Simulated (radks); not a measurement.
# Cu¹⁵⁺ in [He] 2s2 2p5 3s2 3p3: an all-electron calculation

An exercise on one series of results from a longer session: the logs are not shown, and one member is left open.

Method: Dirac Kohn-Sham, PBE, spin-unpolarised, spherical densities, point nucleus; open shells are shared between the two j in proportion to 2j + 1. Code: radks (a radial shooting solver on a logarithmic mesh, Libxc functionals) version 1.

### What is computed

- element: copper (Z = 29)
- charge: +15
- electrons: 14
- configuration: [He] 2s2 2p5 3s2 3p3

Outer shells as boxes (Hund's rule):

Cu¹⁵⁺
```
[He] core
2s [↑↓]
2p [↑↓][↑↓][↑ ]
3s [↑↓]
3p [↑ ][↑ ][↑ ]
```

Set-up of the first run:

The run's settings:

```text
Z 29
configuration [He] 2s2 2p5 3s2 3p3 4s0 3d0
relativity Dirac
functional pbe,pbe
spin unpolarised
j_filling average
nucleus point
c 137.035999084
```

Steps of the session up to this table: Self-consistent calculation.

One table of the session follows, with a row left open; its other results are not shown here.

It belongs to the step «Radial structure». From the orbitals of this run (lengths in bohr):

```
level      <r>  outermost maximum (interpolated)  90 % within  nodes
1s1/2  0.05210                            0.0341       0.0931      0
2s1/2   0.2303                             0.195        0.355      1
2p1/2   0.1990                             0.154        0.324      0
2p3/2   0.2021                             0.157        0.329      0
3s1/2   0.5940                             0.552        0.864      2
3p1/2        ?                                 ?            ?      ?
3p3/2   0.5860                             0.540        0.869      1
3d3/2   0.5325                             0.446        0.819      0
3d5/2   0.5340                             0.448        0.821      0
4s1/2    1.166                              1.16         1.64      3
```

Estimate the missing values for 3p1/2.

The run gave: <r>: 0.5809; outermost maximum (interpolated): 0.535; 90 % within: 0.862; nodes: 1. In the column «<r>» it lies between 3d5/2 (0.5340) and 3p3/2 (0.5860).
